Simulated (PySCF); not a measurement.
# [TbCl2]+: other functionals and bases at one geometry

One table from this session's results is given with a row withheld; the runs are named, their logs left out.

Method: several levels, as the steps say, no spin–orbit coupling; program: PySCF 2.14.0.

1 further run of the same task is left out (for a known fault of the program).

## The starting structure

3 atoms, charge 1, spin multiplicity 1.

Bond lengths: Tb1–Cl2 2.384 Å, Tb1–Cl3 2.384 Å. Angles: Cl2–Tb1–Cl3 110.3°.

As a file:

```xyz
3

Tb    0.0000    0.0000   -0.5210
Cl    1.9565    0.0000    0.8407
Cl   -1.9565    0.0000    0.8407
```

Formal oxidation states: Tb +3. Each metal's 8 4f electrons lie in its core potential, so multiplicities, spins and levels count the valence alone. An earlier session relaxed this geometry at PBE0, Tb lcecp-1-SVP with ECP54, Cl def2-SVP (singlet, point group C2v).

At PBE0 on the finer grid: E = -956.191217 Eh, HOMO -13.80 eV, LUMO -8.08 eV, Mulliken charge on Tb1 +1.29 e, largest force component 0.007 eV/Å. 

Levels to run: TPSSh; r2SCAN; PBE0, TZVP. Hardware: 2 threads of Arm Neoverse V2, shared host.

Set-up of the first run:

Input file run.py (the lines that set the calculation):

```python
mol = gto.M(atom='''
Tb     0.00000     0.00000    -0.52095
Cl     1.95649     0.00000     0.84071
Cl    -1.95649     0.00000     0.84071''',
    basis={'Tb': 'lcecp-1-SVP', 'Cl': 'def2-SVP'},
    ecp={'Tb': 'lcecp-1-SVP'},
    charge=1, spin=0)
mf = dft.RKS(mol, xc='TPSSH')
mf.grids.atom_grid = (75, 302)  # f atoms: unpruned, at least (60, 302)
mf = mf.density_fit()  # fitting sets: Tb AutoAux, Cl def2-universal-JKFIT
mf.conv_tol = 1e-08; mf.max_cycle = 55
mf.kernel(dm0)  # dm0: the density of the relaxed state
```

The run is started by

```bash
OMP_NUM_THREADS=2 python run.py
```

Among the steps run: TPSSh; r2SCAN; PBE0, TZVP.

One of the session's tables, all rows but one given; the rest of the session is left out.

```
              level  HOMO (eV)  gap (eV)  charge on Tb1 (e)  dipole (D)  largest force component (eV/Å)
PBE0 (relaxed here)     -13.80      5.72               1.29        6.50                            0.01
              TPSSh     -13.12      4.78               1.31        6.44                            0.28
             r2SCAN     -12.82      4.49               1.30        6.43                            0.24
         PBE0, TZVP          ?         ?                  ?           ?                               ?
```

**Question.** Estimate the row for PBE0, TZVP.

**Answer.** HOMO (eV): -13.72; gap (eV): 5.77; charge on Tb1 (e): 1.59; dipole (D): 6.38; largest force component (eV/Å): 0.22. In the column «HOMO (eV)» it lies between PBE0 (relaxed here) (-13.80) and TPSSh (-13.12).

The dipole of a charged species depends on the origin, so these sizes hold for this origin alone.

In one basis the HOMO–LUMO gap runs from 4.49 eV (r2SCAN) to 5.72 eV (PBE0). The largest leftover force, 0.28 eV/Å with TPSSh, stands at a geometry relaxed at another level. With 4f in the core, its levels are missing from HOMO and gap, and its count is fixed, so no charge can pass from the ligands into it. Total energies of different levels can't be compared.
